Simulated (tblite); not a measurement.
# C8H13OP: the cost of one run

Programs: tblite 0.8.0 and PySCF 2.14.0, with density-fitted response routines of our own. Each step states its level of theory. These are calculated values for one molecule in the gas phase, unless marked as measured. Atoms are numbered from 0 throughout.

## 1. The starting structure

23 atoms, charge 0, multiplicity 1; geometry from: force field or distance geometry start.

Bonds of the start (Å): C0–C1 1.50, C1–O2 1.23, O2–C3 1.27, C3–C4 1.38, C4–C5 1.49, C5–C6 1.53, C5–C7 1.51, C5–C8 1.52, C4–P9 1.90, P9–C1 1.87, C0–H10 1.10, C0–H11 1.09, C0–H12 1.12, C3–H13 1.12, C6–H14 1.09, C6–H15 1.11, C6–H16 1.09, C7–H17 1.13, C7–H18 1.13, C7–H19 1.12, C8–H20 1.12, C8–H21 1.11, C8–H22 1.12.

## 2. Optimising the geometry with GFN2-xTB

The job: settings as JSON, then the geometry in Å.

```
{"job": {"kind": "relax", "xc": "GFN2-xTB", "basis": "xTB"}, "charge": 0, "multiplicity": 1}
C      4.242900     0.002200     0.743900
C      2.772500    -0.002100     0.435100
O      2.248900    -0.184800    -0.667500
C      1.009800    -0.184800    -0.939900
C      0.098300     0.000300     0.078100
C     -1.386500     0.020700    -0.052400
C     -1.842400    -0.207800    -1.497800
C     -2.043500    -1.018600     0.831200
C     -1.963400     1.372100     0.319700
P      1.284200     0.217700     1.543900
H      4.604200    -1.008300     1.003700
H      4.443000     0.767900     1.491100
H      4.757600     0.273200    -0.207500
H      0.633600    -0.360000    -1.980300
H     -1.266800     0.405600    -2.186900
H     -1.642300    -1.280800    -1.699600
H     -2.905600     0.034200    -1.574500
H     -1.802000    -2.071000     0.511100
H     -1.764700    -0.839200     1.909100
H     -3.147700    -0.888800     0.692600
H     -3.037500     1.322700     0.010700
H     -1.401700     2.188700    -0.183100
H     -1.895700     1.468000     1.429300
```

Run with:

```console
$ OMP_NUM_THREADS=1 python probes_run.py task.json out
```

One launch serves the whole session: the jobs run in the order shown.

**Question.** How long does this first job take on 1 thread of Arm Neoverse V1, shared host?

About 1.1 s.
